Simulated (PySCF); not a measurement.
# CH7B2N: the cost of one run

Programs: PySCF 2.14.0, with density-fitted response routines of our own. Each step states its level of theory. These are calculated values for one molecule in the gas phase, unless marked as measured. Atoms count from 0, in the outputs and in this text.

### 1 Starting geometry

11 atoms, charge 0, multiplicity 1; geometry from: PBE0-D3(BJ)/def2-SVP.

Bonds of the start (Å): B0–C1 1.54, C1–B2 1.59, B2–N3 1.39, B0–H4 1.21, B0–H5 1.21, C1–H6 1.10, C1–H7 1.10, B2–H8 1.21, N3–H9 1.01, N3–H10 1.01.

### 2 Core-electron binding energies: SCAN, X2C

What the job is given:

```
{"job": {"kind": "xps"}, "charge": 0, "multiplicity": 1}
B     -1.557648     0.234477    -0.317752
C     -0.578826    -0.629889     0.503104
B      0.750382    -0.436364    -0.355554
N      1.598566     0.645905    -0.133137
H     -1.781368     1.385906    -0.008799
H     -2.061161    -0.187229    -1.336533
H     -0.421680    -0.271285     1.531719
H     -0.822876    -1.702622     0.477579
H      1.038733    -1.202741    -1.247902
H      2.446531     0.794237    -0.663573
H      1.430659     1.350235     0.575016
```

Method: delta-SCF UKS SCAN, pcX-2 on the ionised atom, pcseg-1 elsewhere, spin-free X2C.

Run with:

```console
$ OMP_NUM_THREADS=1 python probes_run.py task.json out
```

This one command runs all jobs of the session in turn.

**Question.** How long does this first job take on 1 thread of Arm Neoverse V1, shared host, and how much memory does it need?

About 19 s, with a peak of 0.41 GiB.
